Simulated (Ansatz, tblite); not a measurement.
# The cluster Al6H12O15: one state, many levels

An exercise on one series of results from a longer session: the logs are not shown, and one member is left open.

Computed with Ansatz 0.2.0, Gaussian basis. Level: as each input shows.

The runs, in order: GFN1-xTB, GFN2-xTB, PBE-D4/def2-TZVP, r2SCAN-D4/def2-TZVP, B3LYP-D4/def2-TZVP, B2PLYP/def2-TZVP, LDA/def2-TZVP, PBE+5HF/def2-SVP, PBE+10HF/def2-SVP, PBE+15HF/def2-SVP, PBE+35HF/def2-SVP, PBE+50HF/def2-SVP, PBE-D4/def2-SVP, PBE0-D4/def2-SVP, HF/6-31G, B3LYP-D4/6-31G, MP2/def2-SVP, RPA/def2-SVP.

## The geometry

The singlet was relaxed beforehand with PBE-D4/def2-SVP.

33 atoms, charge 0, spin multiplicity 1.

Bond lengths: Al1–O7 1.745 Å, Al1–O8 1.878 Å, Al1–O13 1.872 Å, Al1–O18 1.715 Å, Al2–O13 1.990 Å, Al2–O14 1.987 Å, Al2–O16 1.885 Å, Al2–O20 1.785 Å, Al2–O21 1.820 Å, Al3–O8 1.827 Å, Al3–O14 1.796 Å, Al3–O15 1.712 Å, Al3–O17 1.845 Å, Al4–O9 1.735 Å, Al4–O12 1.881 Å, Al4–O13 1.896 Å, Al4–O21 1.723 Å, Al5–O10 1.759 Å and more. Angles: O7–Al1–O8 107.6°, O7–Al1–O13 105.9°, O7–Al1–O18 128.5°, O8–Al1–O13 92.8°, O8–Al1–O18 109.9°, O13–Al1–O18 106.1°, O13–Al2–O14 83.7°, O13–Al2–O16 105.8°, O13–Al2–O20 121.8°, O13–Al2–O21 84.0°, O14–Al2–O16 87.9°, O14–Al2–O20 82.6°, O14–Al2–O21 167.6°, O16–Al2–O20 129.8°, O16–Al2–O21 97.4°, O20–Al2–O21 102.3°, O8–Al3–O14 106.6°, O8–Al3–O15 119.5° and more.

PBE0-D4/def2-TZVP was run before; its log isn't repeated, and its numbers join the tables.

Set-up of the first run:

Tight binding, by tblite at 300 K electronic temperature and without a spin-polarisation term:

```python
tblite.interface.Calculator('GFN1-xTB', numbers, positions, charge=0, uhf=0).singlepoint()
```

Tight binding, by tblite at 300 K electronic temperature and without a spin-polarisation term:

```python
tblite.interface.Calculator('GFN2-xTB', numbers, positions, charge=0, uhf=0).singlepoint()
```

start.molden holds the orbitals of an earlier run on this state, given as this run's starting guess.

Input file in.yaml:

```yaml
crystal:
  periodic: [false, false, false]
  atoms:
    - {symbol: Al, position_ang: [-1.334889, -1.079131, 0.436273]}
    - {symbol: Al, position_ang: [1.090855, 1.356367, 0.288517]}
    - {symbol: Al, position_ang: [1.396267, -1.906307, -0.847709]}
    - {symbol: Al, position_ang: [-1.466629, 2.079904, 0.676066]}
    - {symbol: Al, position_ang: [-1.145560, 0.985369, -1.930518]}
    - {symbol: Al, position_ang: [1.094992, -1.266904, 2.300380]}
    - {symbol: O, position_ang: [-3.033420, -1.094123, 0.035663]}
    - {symbol: O, position_ang: [-0.425498, -2.028921, -0.904484]}
    - {symbol: O, position_ang: [-2.877370, 1.666421, 1.597282]}
    - {symbol: O, position_ang: [-1.960974, -0.475480, -2.472158]}
    - {symbol: O, position_ang: [0.153456, 1.543435, -2.902440]}
    - {symbol: O, position_ang: [-2.094546, 2.362005, -1.074041]}
    - {symbol: O, position_ang: [-0.681387, 0.570555, -0.159962]}
    - {symbol: O, position_ang: [1.790866, -0.155302, -0.793747]}
    - {symbol: O, position_ang: [2.335610, -2.806031, -1.960448]}
    - {symbol: O, position_ang: [1.682669, 0.439956, 1.825954]}
    - {symbol: O, position_ang: [1.807491, -2.299514, 0.907553]}
    - {symbol: O, position_ang: [-0.593734, -1.363458, 1.956824]}
    - {symbol: O, position_ang: [1.853695, -1.636321, 3.800756]}
    - {symbol: O, position_ang: [2.015775, 2.325595, -0.890656]}
    - {symbol: O, position_ang: [0.100868, 2.624996, 1.139610]}
    - {symbol: H, position_ang: [-3.551373, -0.442874, 0.548015]}
    - {symbol: H, position_ang: [-0.889470, -1.654221, -1.733198]}
    - {symbol: H, position_ang: [-2.818624, 1.636826, 2.566142]}
    - {symbol: H, position_ang: [-2.714175, -0.724202, -1.880591]}
    - {symbol: H, position_ang: [0.878638, 2.006633, -2.416549]}
    - {symbol: H, position_ang: [-2.543116, 3.128012, -1.465954]}
    - {symbol: H, position_ang: [2.269870, 0.293927, -1.518730]}
    - {symbol: H, position_ang: [2.001188, -3.532353, -2.506756]}
    - {symbol: H, position_ang: [1.582629, 1.063582, 2.573702]}
    - {symbol: H, position_ang: [2.685239, -2.699158, 1.050819]}
    - {symbol: H, position_ang: [1.417039, -2.198673, 4.458023]}
    - {symbol: H, position_ang: [1.973617, 3.279388, -0.703636]}
basis:
  gaussian: {orbitals: def2-TZVP, fitting: {mean_field: def2-universal-jkfit}, initial_orbitals: start.molden}
hamiltonian: {xc: pbe, dispersion: d4}
scf: {omitted_lower_state_checks: [starts]}
output: {orbitals: {seedname: orbitals}}
```

Command:

```bash
$ ansatz run in.yaml --threads 2 --pin off --events-out ev --progress --plain --max-ram 32768MiB --backend cuda --devices 0, --max-vram 18GiB
```

Steps of the session up to this table: PBE-D4/def2-TZVP; r2SCAN-D4/def2-TZVP; B3LYP-D4/def2-TZVP; B2PLYP/def2-TZVP; LDA/def2-TZVP; PBE+5HF/def2-SVP; PBE+10HF/def2-SVP; PBE+15HF/def2-SVP; PBE+35HF/def2-SVP; PBE+50HF/def2-SVP; PBE-D4/def2-SVP; PBE0-D4/def2-SVP; HF/6-31G; B3LYP-D4/6-31G; MP2/def2-SVP; RPA/def2-SVP.

One table of the session follows, with a row left open; its other results are not shown here.

```
              level  binding an atom (eV)
           HF/6-31G                 2.810
        HF/def2-SVP                 3.226
      LDA/def2-TZVP                 5.255
    PBE-D4/def2-SVP                 4.655
   PBE-D4/def2-TZVP                 4.612
r2SCAN-D4/def2-TZVP                 4.594
     B3LYP-D4/6-31G                 4.164
 B3LYP-D4/def2-TZVP                 4.524
   PBE0-D4/def2-SVP                     ?
  PBE0-D4/def2-TZVP                 4.485
       MP2/def2-SVP                 4.478
```

**Question.** Estimate the row for PBE0-D4/def2-SVP.

**Answer.** binding an atom (eV): 4.516. In the column «binding an atom (eV)» it lies between PBE0-D4/def2-TZVP (4.485) and B3LYP-D4/def2-TZVP (4.524).

Caveats from the session: Free atoms were run apart at each level; binding is atoms less cluster, divided by the number of atoms, without zero-point or spin-orbit terms.
